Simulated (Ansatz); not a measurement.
# GeHI: the cost of one run

Program: Ansatz 0.2.0. Level of theory: the levels named in each step. These are calculated values, not measurements.

**1. The starting structure**

Bond lengths: Ge1–I2 2.534 Å, Ge1–H3 1.655 Å. Angles: I2–Ge1–H3 93.3°.

Structure file:

```xyz
3

Ge   -1.4303    0.7237   -0.0008
I     0.8366   -0.4086    0.0004
H    -2.2542   -0.7122    0.0099
```

**2. A rough first relaxation, PBE-D4/def2-SVP**

This run stands in another session on the same molecule. It ended at:

```xyz
3

Ge   -1.4587    0.7212   -0.0007
I     0.8494   -0.4200    0.0004
H    -2.2386   -0.6983    0.0098
```

**3. Relaxation, HF/def2-SVP**

Input file input.yaml:

```yaml
crystal:
  periodic: [false, false, false]
  atoms:
    - { symbol: Ge, position_ang: [-1.45870315, 0.72122168, -0.00073404] }
    - { symbol: I, position_ang: [0.84941255, -0.41996035, 0.00042691] }
    - { symbol: H, position_ang: [-2.2385594, -0.69833132, 0.00981713] }
basis:
  gaussian: { orbitals: def2-SVP }
hamiltonian:
  xc: hf
relax:
  f_tol: 0.002
  max_steps: 150
```

Launch:

```console
$ ansatz run input.yaml --threads 2 --pin off --max-ram 5120MiB --backend cpu --events-out ev --progress --plain --runs-dir out
```

Q: Estimate wall time and peak memory on 2 threads of Intel Xeon at 2.50GHz (Skylake/Cascade Lake), shared host.

About 19 s, with a peak of 0.13 GiB.
